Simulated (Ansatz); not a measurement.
# C₂H₆OSi: how energies converge with the basis set

The task here is to estimate one member of a computed series from the others.

Computed with Ansatz 0.2.0, Gaussian basis. Level: one geometry, several basis sets.

Levels to be run: PBE0-D4/def2-SVP; ωB97M-V/def2-SVP; PBE0-D4/def2-QZVPP; ωB97M-V/def2-QZVPP; the functionals' def2-TZVPP values are taken from earlier runs.

## The geometry

All runs share one geometry, relaxed beforehand with PBE0-D4 in a triple-zeta def2 set.

SMILES `C1OC[SiH2]1`, 10 atoms, charge 0, spin multiplicity 1.

Atoms are counted from 1 here; the program's logs count them from 0.

Bond lengths: C1–O2 1.442 Å, C1–Si4 1.893 Å, C1–H5 1.096 Å, C1–H6 1.093 Å, O2–C3 1.442 Å, C3–Si4 1.893 Å, C3–H7 1.096 Å, C3–H8 1.093 Å, Si4–H9 1.488 Å, Si4–H10 1.489 Å. Angles: O2–C1–Si4 90.3°, O2–C1–H5 111.1°, O2–C1–H6 110.6°, Si4–C1–H5 116.1°, Si4–C1–H6 118.8°, H5–C1–H6 108.5°, C1–O2–C3 104.2°, O2–C3–Si4 90.3°, O2–C3–H7 111.1°, O2–C3–H8 110.6°, Si4–C3–H7 116.1°, Si4–C3–H8 118.8°, H7–C3–H8 108.5°, C1–Si4–C3 73.9°, C1–Si4–H9 116.5°, C1–Si4–H10 119.2°, C3–Si4–H9 116.5°, C3–Si4–H10 119.2° and more.

Geometry (Å):

```mol
C2H6OSi
  3D, bonds by distance, orders not assigned

 10 10  0  0  0  0  0  0  0  0999 V2000
   -0.8884    0.5684   -0.6213 C   0  0
   -0.8538   -0.8727   -0.5751 O   0  0
    0.3752   -1.1762    0.1162 C   0  0
    0.5894    0.6518    0.5588 Si  0  0
   -0.7143    0.9347   -1.6396 H   0  0
   -1.8576    0.9404   -0.2791 H   0  0
    1.1196   -1.5975   -0.5693 H   0  0
    0.1963   -1.8954    0.9196 H   0  0
    0.2933    1.0324    1.9663 H   0  0
    1.8236    1.3629    0.1263 H   0  0
  1  2  8  0
  2  3  8  0
  3  4  8  0
  1  5  8  0
  1  6  8  0
  3  7  8  0
  3  8  8  0
  4  9  8  0
  4 10  8  0
  1  4  8  0
M  END
```

Set-up of the first run:

Contents of in.yaml:

```yaml
crystal:
  periodic: [false, false, false]
  atoms:
    - {symbol: C, position_ang: [-0.888419, 0.568438, -0.621282]}
    - {symbol: O, position_ang: [-0.853771, -0.872697, -0.575070]}
    - {symbol: C, position_ang: [0.375162, -1.176245, 0.116167]}
    - {symbol: Si, position_ang: [0.589422, 0.651785, 0.558781]}
    - {symbol: H, position_ang: [-0.714324, 0.934732, -1.639585]}
    - {symbol: H, position_ang: [-1.857564, 0.940394, -0.279105]}
    - {symbol: H, position_ang: [1.119586, -1.597453, -0.569280]}
    - {symbol: H, position_ang: [0.196274, -1.895442, 0.919556]}
    - {symbol: H, position_ang: [0.293266, 1.032383, 1.966327]}
    - {symbol: H, position_ang: [1.823567, 1.362904, 0.126290]}
basis:
  gaussian: {orbitals: def2-SVP}
hamiltonian: {xc: pbe0, dispersion: d4}
output: {orbitals: {seedname: orbitals}}
```

Started as:

```console
$ ansatz run in.yaml --threads 2 --pin off --events-out ev --progress --plain --max-ram 4352MiB
```

Among the steps run: PBE0-D4 in def2-SVP; ωB97M-V in def2-SVP; PBE0-D4 in def2-QZVPP; ωB97M-V in def2-QZVPP.

One table of the session follows, with a row left open; its other results are not shown here.

It belongs to the step «Functionals by basis». 

| functional | basis | HOMO (eV) | LUMO (eV) |
| --- | --- | --- | --- |
| PBE0-D4 | def2-SVP | ? | ? |
| PBE0-D4 | def2-TZVPP | -7.28 | -0.08 |
| PBE0-D4 | def2-QZVPP | -7.32 | -0.21 |
| ωB97M-V | def2-SVP | -9.46 | 2.26 |
| ωB97M-V | def2-TZVPP | -9.65 | 1.52 |
| ωB97M-V | def2-QZVPP | -9.69 | 1.16 |

Q: Estimate the row for PBE0-D4, def2-SVP from the others.

As computed: HOMO (eV): -7.10; LUMO (eV): 0.36. In the column «HOMO (eV)» it is the highest.
